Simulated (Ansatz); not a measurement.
Task: a ladder of methods at one geometry of CH7BNSi, SMILES NBC[SiH2], with Ansatz 0.2.0 through its Python package. Give the script and its output. Use (for the species named): MP2, cc-pVDZ basis, multiplicity 2. The script varies method: mp2, ccsd, ccsd_t.

```csv
atom,x (Å),y (Å),z (Å)
N,1.8711,-0.0957,-0.5962
B,0.6651,0.3550,0.2130
C,-0.4465,-0.6953,0.6398
Si,-2.0902,-0.2095,-0.1027
H,1.8813,0.4759,-1.4703
H,2.7206,0.1663,-0.0480
H,0.5571,1.4894,0.5290
H,-0.5322,-0.7116,1.7457
H,-0.1688,-1.7074,0.2793
H,-2.4746,1.1255,0.3797
H,-1.9829,-0.1925,-1.5693
```

Script `ch7bnsi_methods.py`:
```python
"""CH7BNSi at several levels of theory."""

import ansatz as az

config = {
    "basis": "cc-pVDZ",
}


def main() -> None:
    molecule = (
        az.Crystal.molecule()
        .atom("N", (1.8711, -0.0957, -0.5962))
        .atom("B", (0.6651, 0.355, 0.213))
        .atom("C", (-0.4465, -0.6953, 0.6398))
        .atom("Si", (-2.0902, -0.2095, -0.1027))
        .atom("H", (1.8813, 0.4759, -1.4703))
        .atom("H", (2.7206, 0.1663, -0.048))
        .atom("H", (0.5571, 1.4894, 0.529))
        .atom("H", (-0.5322, -0.7116, 1.7457))
        .atom("H", (-0.1688, -1.7074, 0.2793))
        .atom("H", (-2.4746, 1.1255, 0.3797))
        .atom("H", (-1.9829, -0.1925, -1.5693))
    )

    setup = molecule.calculation()
    setup = setup.basis(gaussian=config["basis"]).spin("collinear", total=1)

    methods = ["mp2", "ccsd", "ccsd_t"]
    reports = [setup.correlation(m).run(threads=1, pin="off").report for m in methods]
    print(f"Hartree-Fock reference {reports[0]['reference_energy_ev'] / 27.211386246:.6f} Ha")
    best = reports[-1]["free_energy_ev"] - reports[-1]["reference_energy_ev"]
    for method, each in zip(methods, reports):
        gained = each["free_energy_ev"] - each["reference_energy_ev"]
        print(f"{method:8s} total {each['free_energy_ev'] / 27.211386246:.6f} Ha  correlation {gained:9.4f} eV  ({100 * gained / best:.1f} % of the last)")


if __name__ == "__main__":
    main()
```

```console
$ python ch7bnsi_methods.py
Hartree-Fock reference -409.984197 Ha
mp2      total -410.468527 Ha  correlation  -13.1793 eV  (87.2 % of the last)
ccsd     total -410.523916 Ha  correlation  -14.6865 eV  (97.2 % of the last)
ccsd_t   total -410.539350 Ha  correlation  -15.1065 eV  (100.0 % of the last)
```

What to keep in mind:
- Total energies depend on the basis set; only differences at equal settings carry meaning.
- The geometry is a force-field or estimated start, not a minimum of this method, and the basis set is short of its limit. A lower total doesn't mark the better method: functionals have no common bound, and MP2 and coupled cluster aren't variational.
- The species is open-shell (spin multiplicity 2).
- Inner cores stay frozen, so this is valence correlation.
- For Al to Cl the sets with a tight d function, cc-pV(X+d)Z, are usual.
- Hardware and time: 50 s on 1 thread of Arm Neoverse V2 (shared host), peak memory 0.75 GiB.

(Lines on the test bed's own set-up are left out of the output.)
